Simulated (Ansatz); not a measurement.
# C2H6OSn: the cost of one run

Program: Ansatz 0.2.0, Gaussian basis. Level of theory: unrestricted cation, the program's frozen cores in correlated methods. These are calculated values, not measurements.

The runs, in order: UKS PBE-D4/def2-TZVPP; UKS r2SCAN-D4/def2-TZVPP; UKS PBE0-D4/def2-TZVPP; UKS B3LYP-D4/def2-TZVPP; UKS wB97X-V/def2-TZVPP; UKS wB97M-V/def2-TZVPP; UKS B2PLYP/def2-TZVPP; UHF-CCSD(T)/def2-TZVPP; UHF-MP2/def2-QZVPP; extrapolation to the limit; then −ε(HOMO) from the neutral's earlier runs with LDA (SPW92), PBE-D4, revPBE-D4, BLYP-D4, r2SCAN-D4, B97M-V, PBE0-D4, B3LYP-D4, r2SCANh-D4, r2SCAN0-D4, HSE06-D4, BHLYP-D4, CAM-B3LYP-D4, LC-ωPBE, ωB97X-V, ωB97M-V.

### Step 1. The relaxed structure

The geometry comes from an earlier relaxation with PBE0-D4 in a triple-zeta def2 set; it is a stationary point, not always the lowest conformer. Sn takes the def2 core potential; no spin-orbit term is included.

SMILES `C[O][Sn][CH3]`, 10 atoms, charge 0, spin multiplicity 1.

Atoms are counted from 1 here; the program's logs count them from 0.

Bond lengths: C1–O2 1.398 Å, C1–H5 1.097 Å, C1–H6 1.097 Å, C1–H7 1.097 Å, O2–Sn3 1.980 Å, Sn3–C4 2.195 Å, C4–H8 1.094 Å, C4–H9 1.094 Å, C4–H10 1.092 Å. Angles: O2–C1–H5 110.0°, O2–C1–H6 113.4°, O2–C1–H7 110.1°, H5–C1–H6 107.9°, H5–C1–H7 107.5°, H6–C1–H7 107.9°, C1–O2–Sn3 129.7°, O2–Sn3–C4 97.8°, Sn3–C4–H8 111.0°, Sn3–C4–H9 111.0°, Sn3–C4–H10 110.1°, H8–C4–H9 107.8°, H8–C4–H10 108.5°, H9–C4–H10 108.5°.

### Step 2. Cation, UKS PBE-D4/def2-TZVPP

Input file in.yaml:

```yaml
crystal:
  periodic: [false, false, false]
  atoms:
    - {symbol: C, position_ang: [-0.415580, 0.798416, -1.362092]}
    - {symbol: O, position_ang: [0.960541, 0.750905, -1.118915]}
    - {symbol: Sn, position_ang: [1.953344, -0.090173, 0.372878]}
    - {symbol: C, position_ang: [0.225203, -0.887705, 1.466740]}
    - {symbol: H, position_ang: [-0.748402, 1.841328, -1.428450]}
    - {symbol: H, position_ang: [-1.012147, 0.303667, -0.585436]}
    - {symbol: H, position_ang: [-0.645024, 0.316513, -2.320282]}
    - {symbol: H, position_ang: [-0.344051, -1.584995, 0.844499]}
    - {symbol: H, position_ang: [-0.450562, -0.082834, 1.771756]}
    - {symbol: H, position_ang: [0.559878, -1.416324, 2.362204]}
basis:
  gaussian: {orbitals: def2-TZVPP}
total_charge: 1
magnetization: {spin_polarized: true, initial_magnetization: 1}
hamiltonian: {xc: pbe, dispersion: d4}
```

On the command line:

```console
$ ansatz run in.yaml --threads 2 --pin off --events-out ev --progress --plain --max-ram 22528MiB --backend cpu
```

What time and memory should one allow on 2 threads of AMD EPYC 7R13, shared host?

About 12 s, with a peak of 0.44 GiB.
